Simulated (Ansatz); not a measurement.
# C2H6OSi: how energies converge with the basis set

How large a basis does C2H6OSi need? Two functionals are run in growing sets.

Computed with Ansatz 0.2.0, Gaussian basis. Level: one geometry, several basis sets.

The runs, in order: PBE0-D4/def2-SVP; ωB97M-V/def2-SVP; PBE0-D4/def2-QZVPP; ωB97M-V/def2-QZVPP; the functionals' def2-TZVPP values are taken from earlier runs.

## (1) The relaxed structure

An earlier PBE0-D4 in a triple-zeta def2 set relaxation fixed the geometry.

10 atoms, charge 0, spin multiplicity 1.

Atoms are counted from 1 here; the program's logs count them from 0.

Bond lengths: C1–C2 1.501 Å, C1–H5 1.095 Å, C1–H6 1.090 Å, C1–H7 1.095 Å, C2–O3 1.209 Å, C2–Si4 1.938 Å, Si4–H8 1.484 Å, Si4–H9 1.488 Å, Si4–H10 1.484 Å. Angles: C2–C1–H5 109.6°, C2–C1–H6 110.7°, C2–C1–H7 109.6°, H5–C1–H6 110.2°, H5–C1–H7 106.3°, H6–C1–H7 110.2°, C1–C2–O3 122.3°, C1–C2–Si4 120.8°, O3–C2–Si4 116.9°, C2–Si4–H8 107.5°, C2–Si4–H9 112.3°, C2–Si4–H10 107.5°, H8–Si4–H9 109.7°, H8–Si4–H10 110.1°, H9–Si4–H10 109.7°.

## (2) PBE0-D4 in def2-SVP

in.yaml reads:

```yaml
crystal:
  periodic: [false, false, false]
  atoms:
    - {symbol: C, position_ang: [-0.764397, 1.059401, -0.719975]}
    - {symbol: C, position_ang: [-0.100941, -0.284812, -0.645741]}
    - {symbol: O, position_ang: [-0.088999, -1.051417, -1.580226]}
    - {symbol: Si, position_ang: [0.782304, -0.867825, 0.977639]}
    - {symbol: H, position_ang: [-0.031055, 1.843935, -0.506591]}
    - {symbol: H, position_ang: [-1.208541, 1.216343, -1.703486]}
    - {symbol: H, position_ang: [-1.531398, 1.134675, 0.057760]}
    - {symbol: H, position_ang: [0.111501, -2.112088, 1.428492]}
    - {symbol: H, position_ang: [0.714632, 0.156273, 2.055321]}
    - {symbol: H, position_ang: [2.199993, -1.145684, 0.639907]}
basis:
  gaussian: {orbitals: def2-SVP}
hamiltonian: {xc: pbe0, dispersion: d4}
output: {orbitals: {seedname: orbitals}}
```

On the command line:

```bash
ansatz run in.yaml --threads 2 --pin off --events-out ev --progress --plain --max-ram 4352MiB
```

The program printed:

```text
Functional definition: PBE0
  name "PBE0"
  cite "Adamo & Barone, J. Chem. Phys. 110, 6158 (1999) doi:10.1063/1.478522"
  cite "Perdew, Burke & Ernzerhof, Phys. Rev. Lett. 77, 3865 (1996) doi:10.1103/PhysRevLett.77.3865"
  parent pbe
  parameter a = 0.25
  parameter kappa = 0.804
  parameter beta = 0.06672455060314922
  exchange = (1 - a)*pbe_x(kappa = kappa, mu = beta*pi^2/3) + a*exact_x
  correlation = pbe_c(beta = beta)
1003 factors; their error is unknown
mean field evaluation 1: about -12077.5412 eV, gradient 4.5e1 eV
mean field evaluation 2: about -12072.2512 eV, gradient 6.9e1 eV
mean field evaluation 4: about -12081.9465 eV, gradient 2.7e0 eV
mean field evaluation 8: about -12081.9640 eV, gradient 4.8e-2 eV
mean field evaluation 16: about -12082.0099 eV, gradient 2.9e-5 eV
mean field -12082.00986223 eV, -444.0056729565 hartree, gradient 2.9e-5 eV, S^2 0.000000; 0 other end points of the search recorded, 0 dependent functions left out
reference -12082.00988746 eV, -444.0056738835 hartree; 20, 20 occupied and 70, 70 virtual orbitals, 1003 factors
Total energy: -12082.15793670 eV, -444.0111145929 hartree
```

It took 0.65 s on 2 threads of Intel Xeon 6975P-C, shared host.

## (3) ωB97M-V in def2-SVP

Changes to in.yaml since step 2:

```diff
@@ -15,3 +15,3 @@
   gaussian: {orbitals: def2-SVP}
-hamiltonian: {xc: pbe0, dispersion: d4}
+hamiltonian: {xc: {name: wB97M-V}}
 output: {orbitals: {seedname: orbitals}}
```

The command is unchanged.

The program printed, cut to the lines that bear on the results:

```text
Functional definition: wB97M-V
  name "wB97M-V"
  cite "Mardirossian & Head-Gordon, J. Chem. Phys. 144, 214110 (2016) doi:10.1063/1.4952647"
  cite "Becke, J. Chem. Phys. 107, 8554 (1997) doi:10.1063/1.475007"
  cite "Vydrov & Van Voorhis, J. Chem. Phys. 133, 244103 (2010) doi:10.1063/1.3521275"
  # Of w^i u^j: cxij and so on, Table III.
[...]
  gx(w, u) = 1 - cx + cx01*u + cx10*w
  gss(w, u) = css00 + css04*u^4 + css10*w + css20*w^2 + css43*w^4*u^3
  gos(w, u) = cos00 + cos10*w + (cos20 + cos21*u)*w^2 + (cos60 + cos61*u)*w^6
[...]
      + integral(e_c_pw_mod_opposite_spin*gos(b97_w_opposite, b97_u_opposite)) + vv10(b, c)
1003 factors; their error is unknown
274 factors; integrals over basis functions are off by at most 8.3e-6 eV
[...]
mean field -12087.55219895 eV, -444.2093500743 hartree, gradient 1.8e-5 eV, S^2 0.000000; 0 other end points of the search recorded, 0 dependent functions left out
reference -12087.55223880 eV, -444.2093515387 hartree; 20, 20 occupied and 70, 70 virtual orbitals, 1003 factors
Total energy: -12087.55223880 eV, -444.2093515387 hartree
```

Run time: 2.1 s. Hardware: 2 threads of Intel Xeon 6975P-C, shared host; peak memory 0.26 GiB.

## (4) PBE0-D4 in def2-QZVPP

Changes to in.yaml since step 3:

```diff
@@ -14,4 +14,4 @@
 basis:
-  gaussian: {orbitals: def2-SVP}
-hamiltonian: {xc: {name: wB97M-V}}
+  gaussian: {orbitals: "def2-QZVPP.json"}
+hamiltonian: {xc: pbe0, dispersion: d4}
 output: {orbitals: {seedname: orbitals}}
```

The command is unchanged.

The program printed:

```text
Functional definition: PBE0
  name "PBE0"
  cite "Adamo & Barone, J. Chem. Phys. 110, 6158 (1999) doi:10.1063/1.478522"
  cite "Perdew, Burke & Ernzerhof, Phys. Rev. Lett. 77, 3865 (1996) doi:10.1103/PhysRevLett.77.3865"
  parent pbe
  parameter a = 0.25
  parameter kappa = 0.804
  parameter beta = 0.06672455060314922
  exchange = (1 - a)*pbe_x(kappa = kappa, mu = beta*pi^2/3) + a*exact_x
  correlation = pbe_c(beta = beta)
1281 factors; their error is unknown
mean field evaluation 1: about -12083.9255 eV, gradient 5.5e1 eV
mean field evaluation 2: about -12077.9785 eV, gradient 7.6e1 eV
mean field evaluation 4: about -12090.0275 eV, gradient 4.6e0 eV
mean field evaluation 8: about -12090.0801 eV, gradient 2.7e-1 eV
mean field -12090.08018681 eV, -444.3022519145 hartree, gradient 5.7e-5 eV, S^2 0.000000; 0 other end points of the search recorded, 0 dependent functions left out
reference -12090.08022848 eV, -444.3022534461 hartree; 20, 20 occupied and 401, 401 virtual orbitals, 1281 factors
Total energy: -12090.22827773 eV, -444.3076941554 hartree
```

Run time: 5.5 s. Hardware: 2 threads of Intel Xeon 6975P-C, shared host; peak memory 1.1 GiB.

## (5) ωB97M-V in def2-QZVPP

Changes to in.yaml since step 4:

```diff
@@ -15,3 +15,3 @@
   gaussian: {orbitals: "def2-QZVPP.json"}
-hamiltonian: {xc: pbe0, dispersion: d4}
+hamiltonian: {xc: {name: wB97M-V}}
 output: {orbitals: {seedname: orbitals}}
```

Same command.

The program printed, cut to the lines that bear on the results:

```text
Functional definition: wB97M-V
  name "wB97M-V"
  cite "Mardirossian & Head-Gordon, J. Chem. Phys. 144, 214110 (2016) doi:10.1063/1.4952647"
  cite "Becke, J. Chem. Phys. 107, 8554 (1997) doi:10.1063/1.475007"
  cite "Vydrov & Van Voorhis, J. Chem. Phys. 133, 244103 (2010) doi:10.1063/1.3521275"
  # Of w^i u^j: cxij and so on, Table III.
[...]
  gx(w, u) = 1 - cx + cx01*u + cx10*w
  gss(w, u) = css00 + css04*u^4 + css10*w + css20*w^2 + css43*w^4*u^3
  gos(w, u) = cos00 + cos10*w + (cos20 + cos21*u)*w^2 + (cos60 + cos61*u)*w^6
[...]
      + integral(e_c_pw_mod_opposite_spin*gos(b97_w_opposite, b97_u_opposite)) + vv10(b, c)
1261 factors; their error is unknown
339 factors; integrals over basis functions are off by at most 9.9e-6 eV
[...]
mean field -12095.83282392 eV, -444.5136574291 hartree, gradient 2.4e-5 eV, S^2 0.000000; 0 other end points of the search recorded, 0 dependent functions left out
reference -12095.83288975 eV, -444.5136598481 hartree; 20, 20 occupied and 401, 401 virtual orbitals, 1261 factors
Total energy: -12095.83288975 eV, -444.5136598481 hartree
```

Run time: 11 s. Hardware: 2 threads of Intel Xeon 6975P-C, shared host; peak memory 1.4 GiB.

## (6) Density functionals: the series

The def2-TZVPP values come from earlier runs at the same geometry.

```
functional       basis  functions  energy (eV)  from the largest (eV)  HOMO (eV)  LUMO (eV)
   PBE0-D4    def2-SVP         90  -12082.1579                  8.070      -6.85      -1.07
   PBE0-D4  def2-TZVPP        219  -12089.7238                  0.505      -6.96      -1.26
   PBE0-D4  def2-QZVPP        421  -12090.2283                  0.000      -6.99      -1.31
   ωB97M-V    def2-SVP         90  -12087.5522                  8.281      -9.12       1.26
   ωB97M-V  def2-TZVPP        219  -12095.3563                  0.477      -9.25       0.99
   ωB97M-V  def2-QZVPP        421  -12095.8329                  0.000      -9.28       0.92
```

## (7) Summary of results

| quantity | value |
| --- | --- |
| PBE0-D4: double and triple zeta above quadruple | 8.07, 0.50 eV |
| ωB97M-V: double and triple zeta above quadruple | 8.28, 0.48 eV |

In words: For PBE0-D4 the step from double to triple zeta gains 7.57 eV and the next only 0.50 eV. These are total energies; as a rule much of such shifts cancels in differences, which this series doesn't test.

For PBE0-D4 the largest set took about 8 times as long as the smallest (5.5 s against 0.65 s).
